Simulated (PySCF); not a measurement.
**The bond of HgB+, level by level**

One table from this session's results is given with a row withheld; the runs are named, their logs left out.

Program: PySCF 2.14.0. Level of theory: Hg def2-SVP with ECP60, B def2-SVP, scalar-relativistic core potentials. These are calculated values, not measurements.

The first run:

Settings of the job:

```yaml
atoms: Hg, B
charge: 1
basis: Hg def2-SVP with ECP60, B def2-SVP
Hamiltonian: scalar-relativistic core potentials
basis_functions: 46
electrons_treated: 24
masses_in_u: 201.9706, 11.0093
levels: PBE0, PBE, r²SCAN, BP86, MN15, PW91, LC-ωPBE, HF, MP2, SCS-MP2, CCSD, CCSD(T)
grid: 80 radial by 434 angular points
occupations: held fixed by the projection of orbital angular momentum
dissociation_limit: Hg + B+, each in its ground configuration
starting_distance_in_angstrom: 2.290
values_of_2S_to_try: 0, 2
```

The run is started by

```
OMP_NUM_THREADS=1 python dia.py task.json out
```

Steps of the session up to this table: Input; The PBE0 curve of the state that the search chose; Higher solutions at PBE0; PBE (GGA); r²SCAN (meta-GGA); BP86; MN15 (hybrid meta-GGA); PW91 (GGA); LC-ωPBE (range-separated hybrid); RHF (mean field); MP2 and coupled cluster.

One table of the session follows, with a row left open; its other results are not shown here.

It belongs to the step «The curves together». Energy (eV) from each level's lowest point:

| R (Å) | RHF | RHF-MP2 | RHF-SCS-MP2 | RHF-CCSD | RHF-CCSD(T) |
| --- | --- | --- | --- | --- | --- |
| 2.037 | 0.674 | 0.275 | 0.328 | n/a | n/a |
| 2.132 | 0.389 | 0.115 | 0.148 | 0.180 | 0.155 |
| 2.227 | 0.204 | 0.031 | 0.049 | 0.065 | 0.050 |
| 2.298 | 0.113 | 0.004 | 0.013 | 0.019 | 0.012 |
| 2.369 | ? | ? | ? | ? | ? |
| 2.440 | 0.018 | 0.013 | 0.005 | 0.001 | 0.007 |
| 2.535 | 0.000 | 0.048 | 0.033 | 0.024 | 0.039 |
| 2.653 | 0.011 | 0.114 | 0.091 | 0.079 | 0.104 |
| 2.795 | 0.056 | 0.209 | 0.179 | 0.165 | 0.201 |
| 2.985 | 0.144 | 0.346 | 0.309 | n/a | n/a |

Q: Estimate the row for R (Å) = 2.369 from the others.

Worked estimate for «RHF». A straight line through the neighbours (2.298, 0.113) and (2.440, 0.018) gives 0.113 + (0.018 − 0.113) × (2.369 − 2.298) / (2.440 − 2.298) = 0.065; a parabola fitted to 4 rows on both sides gives 0.054.

**Answer.** RHF: 0.053; RHF-MP2: 0.000; RHF-SCS-MP2: 0.000; RHF-CCSD: 0.000; RHF-CCSD(T): 0.000. In «RHF» the line misses by +0.012 and the parabola by +0.001.

State 2 has its PBE0 minimum 1.57 eV higher. The other levels ran on the lowest alone.
